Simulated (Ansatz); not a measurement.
# CuCO+ (singlet): from Hartree-Fock to the top rungs, def2-SVP

Aim: climb from Hartree-Fock through coupled cluster and multireference methods for CuCO+ (singlet) at one geometry and basis, and see what each rung misses.

Method: def2-SVP, core rule «outside noble gas», up to 11 orbitals frozen; program: Ansatz 0.2.0, Gaussian basis.

Plan: UHF; CCSD(T) on RHF; CISD; CCSDT(Q) on RHF; CASSCF and MRCISD+Q, 8 electrons in 8 orbitals; CASSCF and NEVPT2, 8 electrons in 8 orbitals.

14 further runs of the same task are left out: 5 that didn't finish, 9 set aside as unsound or not needed.

### 1 The system

The geometry is a PBE0/def2-TZVP stationary point (not a proven minimum).

3 atoms, charge 1, spin multiplicity 1.

Atoms are counted from 1 here; the program's logs count them from 0.

Bond lengths: Cu1–C2 1.896 Å, C2–O3 1.113 Å. Angles: Cu1–C2–O3 180.0°.

### 2 UHF

Input file in.yaml:

```yaml
crystal:
  periodic: [false, false, false]
  atoms:
    - {symbol: Cu, position_ang: [0.000000, 0.000000, 1.635000]}
    - {symbol: C, position_ang: [0.000000, 0.000000, -0.261200]}
    - {symbol: O, position_ang: [0.000000, 0.000000, -1.373800]}
basis:
  gaussian: {orbitals: def2-SVP}
total_charge: 1
magnetization: {spin_polarized: true, initial_magnetization: 0}
hamiltonian: {xc: hf}
output: {orbitals: {seedname: orbitals}}
```

Launch:

```sh
> ansatz run in.yaml --threads 1 --pin off --events-out ev --progress --plain --max-ram 2393MiB
```

Further steps of the session: CCSD(T) on RHF; CISD; CCSDT(Q) on RHF; CASSCF and MRCISD+Q, 8 electrons in 8 orbitals; CASSCF and NEVPT2, 8 electrons in 8 orbitals.

Before running them: what should the planned runs give, taken together? Wanted: RCCSDT(Q) below the RHF energy; RMP2 from RCCSDT(Q); RCCSD from RCCSDT(Q); RCCSD(T) from RCCSDT(Q); T1 diagnostic.

As calculated:

```
                         quantity             value
   RCCSDT(Q) below the RHF energy       -15.6841 eV
              RMP2 from RCCSDT(Q)      -25.8 kJ/mol
             RCCSD from RCCSDT(Q)      +60.3 kJ/mol
          RCCSD(T) from RCCSDT(Q)       -2.3 kJ/mol
levels within 1 kcal/mol (43 meV)  RCCSD(T), RCCSDT
                    T1 diagnostic             0.023
```

What this shows: RCCSD(T) lands -2.3 kJ/mol from the yardstick (0.1 % of the correlation energy). These misses are within one basis, not against nature.
